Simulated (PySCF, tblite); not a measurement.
# C7H9B: geometry, infrared bands and NMR shifts

Aim: predict the infrared bands and NMR shifts of C7H9B (`B/C=C/C=C(/C)C#C`).

Computed with tblite 0.8.0 and PySCF 2.14.0, with density-fitted response routines of our own, on a single molecule in the gas phase. Atoms are numbered from 0 throughout.

**1. The starting structure**

17 atoms, charge 0, multiplicity 1; geometry from: force field or distance geometry start.

Bonds of the start (Å): B0–C1 1.59, C1–C2 1.34, C2–C3 1.49, C3–C4 1.33, C4–C5 1.49, C4–C6 1.43, C6–C7 1.21, B0–H8 1.20, B0–H9 1.19, C1–H10 1.06, C2–H11 1.09, C3–H12 1.08, C5–H13 1.09, C5–H14 1.10, C5–H15 1.12, C7–H16 1.06.

**2. Geometry optimisation with GFN2-xTB**

The job: settings as JSON, then the geometry in Å.

```
{"job": {"kind": "relax", "xc": "GFN2-xTB", "basis": "xTB"}, "charge": 0, "multiplicity": 1}
B      3.418200    -0.804200    -0.208000
C      2.153300     0.003000    -0.735900
C      0.993800    -0.230800    -0.111600
C     -0.198800     0.522200    -0.598100
C     -1.368200     0.307700     0.004600
C     -2.535700     1.069600    -0.507200
C     -1.521500    -0.614900     1.084300
C     -1.627700    -1.382900     2.013300
H      3.424900    -1.181000     0.935300
H      4.445600    -0.318900    -0.562800
H      2.250000     0.692600    -1.539600
H      0.899300    -0.940700     0.710900
H     -0.074900     1.218400    -1.408900
H     -2.680000     0.766500    -1.544700
H     -2.420800     2.160600    -0.458700
H     -3.440100     0.807000     0.092500
H     -1.724500    -2.062100     2.824800
```

Run with:

```console
$ OMP_NUM_THREADS=1 python probes_run.py task.json out
```

This one command runs all jobs of the session in turn.

**Question.** This job is followed by: GFN2-xTB harmonic vibrations, gas phase; GIAO PBE0/pcSseg-1 NMR shielding, non-relativistic, gas phase. Predict these results of the whole session: strongest single infrared mode (GFN2-xTB); zero-point energy (GFN2-xTB); 13C shifts against TMS (PBE0/pcSseg-1); 1H shifts against TMS (PBE0/pcSseg-1, means over atoms taken as alike); 11B shifts against BF3·OEt2 (PBE0/pcSseg-1).

The runs gave:

| quantity | value |
| --- | --- |
| strongest single infrared mode (GFN2-xTB) | 1577 cm⁻¹, 300 km/mol |
| zero-point energy (GFN2-xTB) | 81.6 kcal/mol |
| 13C shifts against TMS (PBE0/pcSseg-1) | 169.3, 150.8, 147.1, 138.5, 102.6, 88.1, 24.5 ppm |
| 1H shifts against TMS (PBE0/pcSseg-1, means over atoms taken as alike) | 8.06, 7.27, 6.91, 6.90, 3.71, 2.27 ppm |
| 11B shifts against BF3·OEt2 (PBE0/pcSseg-1) | 69.6 ppm |

The optimisation took 69 steps and gained 0.674 eV; among the close pairs (by a distance rule), C2–C3 changed most, from 1.492 to 1.429 Å. The lowest mode is imaginary (110i cm⁻¹), so the xTB geometry is not a minimum. The strongest single mode, at 1577 cm⁻¹, is carried by C2, C1, C3. GFN2-xTB is a fitted tight-binding method: band positions and strengths are rough. Its intensities can rank the bands wrongly. At PBE0/pcSseg-1: The widest tensor belongs to C6: span 306 ppm, with a paramagnetic part of -151 ppm.
